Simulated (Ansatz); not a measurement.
# C2H8FNSi: the cost of one run

All numbers below are computed with Ansatz 0.2.0 (RKS PBE-D4/STO-3G).

## Step 1: The system as given

Bond lengths: Si1–H2 1.460 Å, Si1–H3 1.460 Å, Si1–N4 1.819 Å, N4–C5 1.470 Å, C5–H6 1.110 Å, C5–H7 1.110 Å, C5–H8 1.110 Å, N4–C9 1.470 Å, C9–H10 1.110 Å, C9–H11 1.110 Å, C9–H12 1.110 Å, Si1–F13 1.589 Å. Angles (14 of 21 angles, heavy atoms first): N4–Si1–F13 109.5°, Si1–N4–C5 120.0°, Si1–N4–C9 120.0°, C5–N4–C9 120.0°, H2–Si1–N4 109.5°, H2–Si1–F13 109.5°, H3–Si1–N4 109.5°, H3–Si1–F13 109.5°, N4–C5–H6 109.5°, N4–C5–H7 109.5°, N4–C5–H8 109.5°, N4–C9–H10 109.5°, N4–C9–H11 109.5°, N4–C9–H12 109.5°.

As a file:

```xyz
13

Si    0.0000    0.0000    0.0000
H     0.0000    0.0000    1.4600
H     1.3768    0.0000   -0.4862
N    -0.8572    1.4851   -0.6061
C    -2.2719    1.4087   -0.9981
H    -2.8245    0.7784   -0.2704
H    -2.7088    2.4290   -1.0098
H    -2.3521    0.9607   -2.0106
C    -0.1354    2.7620   -0.7039
H    -0.2436    3.1711   -1.7300
H    -0.5567    3.4827    0.0276
H     0.9399    2.5975   -0.4831
F    -0.7489   -1.2974   -0.5295
```

## Step 2: Preparing the start

input.yaml reads:

```yaml
crystal:
  periodic: [false, false, false]
  atoms:
    - { symbol: Si, position_ang: [0.0, 0.0, 0.0] }
    - { symbol: H, position_ang: [0.0, 0.0, 1.46] }
    - { symbol: H, position_ang: [1.3768, 0.0, -0.4862] }
    - { symbol: "N", position_ang: [-0.8572, 1.4851, -0.6061] }
    - { symbol: C, position_ang: [-2.2719, 1.4087, -0.9981] }
    - { symbol: H, position_ang: [-2.8245, 0.7784, -0.2704] }
    - { symbol: H, position_ang: [-2.7088, 2.429, -1.0098] }
    - { symbol: H, position_ang: [-2.3521, 0.9607, -2.0106] }
    - { symbol: C, position_ang: [-0.1354, 2.762, -0.7039] }
    - { symbol: H, position_ang: [-0.2436, 3.1711, -1.73] }
    - { symbol: H, position_ang: [-0.5567, 3.4827, 0.0276] }
    - { symbol: H, position_ang: [0.9399, 2.5975, -0.4831] }
    - { symbol: F, position_ang: [-0.7489, -1.2974, -0.5295] }
basis:
  gaussian: { orbitals: STO-3G }
hamiltonian:
  xc: pbe
  dispersion: d4
relax:
  f_tol: 0.02
  max_steps: 40
```

Started as:

```sh
$ ansatz run input.yaml --threads 1 --pin off --max-ram 2048MiB --backend cpu --events-out ev --progress --plain --runs-dir out
```

**Question.** How long does this run take on 1 thread of Arm Neoverse N1, shared host, and how much memory does it need?

About 79 s, with a peak of 0.15 GiB.
